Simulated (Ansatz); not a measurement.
**C2H5GeNO: one species, many methods**

An exercise on one series of results from a longer session: the logs are not shown, and one member is left open.

Program: Ansatz 0.2.0, Gaussian basis. Level of theory: functionals in def2-TZVPP, the program's frozen cores in correlated methods. These are calculated values, not measurements.

The runs, in order: LDA (SPW92), PBE-D4, revPBE-D4, BLYP-D4, r2SCAN-D4, B97M-V, PBE0-D4, B3LYP-D4, r2SCANh-D4, r2SCAN0-D4, HSE06-D4, BHLYP-D4, CAM-B3LYP-D4, LC-ωPBE, ωB97X-V, ωB97M-V, B2PLYP, PBE-QIDH; CCSD(T)/def2-SVP; CCSD(T)/def2-TZVPP; MP2/def2-QZVPP; extrapolation to the limit; RPA on PBE.

## Structure used throughout

All runs share one geometry, relaxed beforehand with PBE0-D4 in a triple-zeta def2 set.

SMILES `C[O][GeH2][C]#N`, 10 atoms, charge 0, spin multiplicity 1.

Atoms are counted from 1 here; the program's logs count them from 0.

Bond lengths: C1–O2 1.411 Å, C1–H6 1.098 Å, C1–H7 1.098 Å, C1–H8 1.091 Å, O2–Ge3 1.765 Å, Ge3–C4 1.920 Å, Ge3–H9 1.534 Å, Ge3–H10 1.534 Å, C4–N5 1.151 Å. Angles: O2–C1–H6 112.1°, O2–C1–H7 112.1°, O2–C1–H8 107.6°, H6–C1–H7 108.5°, H6–C1–H8 108.2°, H7–C1–H8 108.2°, C1–O2–Ge3 118.0°, O2–Ge3–C4 103.5°, O2–Ge3–H9 111.1°, O2–Ge3–H10 111.1°, C4–Ge3–H9 108.8°, C4–Ge3–H10 108.8°, H9–Ge3–H10 113.1°, Ge3–C4–N5 177.7°.

Coordinates:

```xyz
10
C2H5GeNO
C    -1.1613    1.2081    0.5277
O    -0.6266    0.3120   -0.4220
Ge    0.7945   -0.6304    0.0350
C     1.1549   -1.6866   -1.5269
N     1.4071   -2.3385   -2.4413
H    -0.4414    1.9858    0.8131
H    -1.4982    0.6940    1.4369
H    -2.0253    1.6950    0.0723
H     1.9990    0.2808    0.3029
H     0.4805   -1.5711    1.2052
```

The first run:

The input, in.yaml:

```yaml
crystal:
  periodic: [false, false, false]
  atoms:
    - {symbol: C, position_ang: [-1.161287, 1.208098, 0.527716]}
    - {symbol: O, position_ang: [-0.626572, 0.311975, -0.421951]}
    - {symbol: Ge, position_ang: [0.794490, -0.630361, 0.035014]}
    - {symbol: C, position_ang: [1.154921, -1.686642, -1.526910]}
    - {symbol: N, position_ang: [1.407068, -2.338546, -2.441254]}
    - {symbol: H, position_ang: [-0.441386, 1.985819, 0.813069]}
    - {symbol: H, position_ang: [-1.498217, 0.693955, 1.436928]}
    - {symbol: H, position_ang: [-2.025278, 1.694990, 0.072273]}
    - {symbol: H, position_ang: [1.999007, 0.280804, 0.302927]}
    - {symbol: H, position_ang: [0.480455, -1.571093, 1.205188]}
basis:
  gaussian: {orbitals: def2-TZVPP}
hamiltonian: {xc: lda}
output: {orbitals: {seedname: orbitals}}
```

Among the steps run: LDA; PBE-D4 (GGA); revPBE-D4 (GGA); BLYP-D4 (GGA); r2SCAN-D4 (meta-GGA); B97M-V (meta-GGA); PBE0-D4 (hybrid); B3LYP-D4 (hybrid); r2SCANh-D4 (hybrid); r2SCAN0-D4 (hybrid); HSE06-D4 (hybrid); BHLYP-D4 (hybrid); CAM-B3LYP-D4 (range-separated); LC-ωPBE-D4 (range-separated; the results give it without D4); ωB97X-V (range-separated); ωB97M-V (range-separated); B2PLYP (double hybrid); PBE-QIDH (double hybrid).

One of the session's tables, all rows but one given; the rest of the session is left out.

It belongs to the step «Frontier levels by functional». 

```
  functional  HOMO (eV)  gap (eV)
 LDA (SPW92)      -6.99      4.84
      PBE-D4      -6.88      5.02
   revPBE-D4      -6.83      5.09
     BLYP-D4      -6.80      5.07
   r2SCAN-D4      -7.22      5.58
      B97M-V      -7.37      5.72
     PBE0-D4      -8.46      7.55
    B3LYP-D4          ?         ?
  r2SCANh-D4      -7.81      6.52
  r2SCAN0-D4      -8.71      7.92
    HSE06-D4      -8.06      6.77
    BHLYP-D4     -10.01     10.07
CAM-B3LYP-D4      -9.92     10.08
     LC-ωPBE     -11.24     12.63
     ωB97X-V     -10.93     12.17
     ωB97M-V     -10.86     11.92
```

**Question.** Estimate the row for B3LYP-D4.

Worked estimate for «HOMO (eV)». Against the share of exact exchange, BLYP-D4 (0, -6.80), BHLYP-D4 (0.5, -10.01) give a slope of -6.42 per unit share; at 0.2 the line stands at -8.08.

As computed: HOMO (eV): -8.23; gap (eV): 7.08. In «HOMO (eV)» the line misses by +0.15.
